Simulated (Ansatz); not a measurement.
# C2H5BO3: a ladder of functionals and wavefunction methods

Aim: compute C2H5BO3 with functionals from several rungs and with coupled cluster. The yardstick is the atomisation energy at the CCSD(T) limit.

The runs use Ansatz 0.2.0, Gaussian basis; functionals in def2-TZVPP, the program's frozen cores in correlated methods.

Levels to be run: PBE-D4, r2SCAN-D4, PBE0-D4, B3LYP-D4, ωB97X-V, ωB97M-V, B2PLYP; CCSD(T)/def2-TZVPP; MP2/def2-QZVPP; extrapolation to the limit.

## (1) The relaxed structure

All runs share one geometry, relaxed beforehand with PBE0-D4 in a triple-zeta def2 set.

11 atoms, charge 0, spin multiplicity 1.

Atoms are counted from 1 here; the program's logs count them from 0.

Bond lengths: B1–C2 1.639 Å, B1–O5 1.613 Å, B1–H7 1.206 Å, B1–H8 1.206 Å, C2–O3 1.490 Å, C2–H9 1.090 Å, C2–H10 1.090 Å, O3–C4 1.280 Å, C4–O5 1.243 Å, C4–O6 1.308 Å, O6–H11 0.966 Å. Angles: C2–B1–O5 96.9°, C2–B1–H7 115.2°, C2–B1–H8 115.2°, O5–B1–H7 106.3°, O5–B1–H8 106.3°, H7–B1–H8 114.5°, B1–C2–O3 104.4°, B1–C2–H9 116.4°, B1–C2–H10 116.4°, O3–C2–H9 104.7°, O3–C2–H10 104.7°, H9–C2–H10 108.8°, C2–O3–C4 108.3°, O3–C4–O5 122.1°, O3–C4–O6 115.6°, O5–C4–O6 122.3°, B1–O5–C4 108.4°, C4–O6–H11 108.1°.

## (2) PBE-D4 (GGA)

in.yaml

```yaml
crystal:
  periodic: [false, false, false]
  atoms:
    - {symbol: B, position_ang: [-1.061029, -0.262644, -0.646029]}
    - {symbol: C, position_ang: [-0.679774, 1.053991, 0.252328]}
    - {symbol: O, position_ang: [0.694188, 0.773073, 0.754689]}
    - {symbol: C, position_ang: [1.059679, -0.368109, 0.305758]}
    - {symbol: O, position_ang: [0.324391, -1.058342, -0.421673]}
    - {symbol: O, position_ang: [2.256106, -0.758374, 0.662891]}
    - {symbol: H, position_ang: [-1.930666, -0.961146, -0.188157]}
    - {symbol: H, position_ang: [-1.150419, -0.065453, -1.832146]}
    - {symbol: H, position_ang: [-0.590800, 1.998065, -0.285078]}
    - {symbol: H, position_ang: [-1.275460, 1.216793, 1.150439]}
    - {symbol: H, position_ang: [2.419082, -1.624954, 0.267678]}
basis:
  gaussian: {orbitals: def2-TZVPP}
hamiltonian: {xc: pbe, dispersion: d4}
output: {forces: true, orbitals: {seedname: orbitals}}
```

Started as:

```
$ ansatz run in.yaml --threads 4 --pin off --events-out ev --progress --plain --max-ram 10444MiB
```

The runs that follow: r2SCAN-D4 (meta-GGA); PBE0-D4 (hybrid); B3LYP-D4 (hybrid); ωB97X-V (range-separated); ωB97M-V (range-separated); B2PLYP (double hybrid); CCSD(T) in def2-TZVPP; MP2 in def2-QZVPP.

Q: Predict the results of all the runs planned. Wanted: atomisation energy, CCSD(T)/CBS; farthest; mean size of error, hybrid; mean size of error, range-separated; gap, smallest and largest; T1 diagnostic; triples share of the correlation energy.

The runs gave:

| quantity | value |
| --- | --- |
| atomisation energy, CCSD(T)/CBS | 47.136 eV |
| functionals within 0.236 eV (0.5 %) | B3LYP-D4 |
| farthest | PBE-D4 (+1.846 eV) |
| mean size of error, hybrid | 0.244 eV |
| mean size of error, range-separated | 0.338 eV |
| gap, smallest and largest | 5.02 eV (PBE-D4), 12.14 eV (ωB97X-V) |
| T1 diagnostic | 0.0144 |
| triples share of the correlation energy | 4.0 % |

What this shows: PBE-D4 misses by +1.846 eV. Double hybrids carry the basis error of their MP2 part in triple zeta, and no dispersion term here, so their miss is partly the set-up's. The reference freezes the cores and leaves out relativity and excitations past (T), so misses under about 0.236 eV can't be ranked. Hartree-Fock recovers 70 % of the binding; the rest is correlation. Orbital gaps span 5.0 to 12.1 eV; exact exchange widens them.
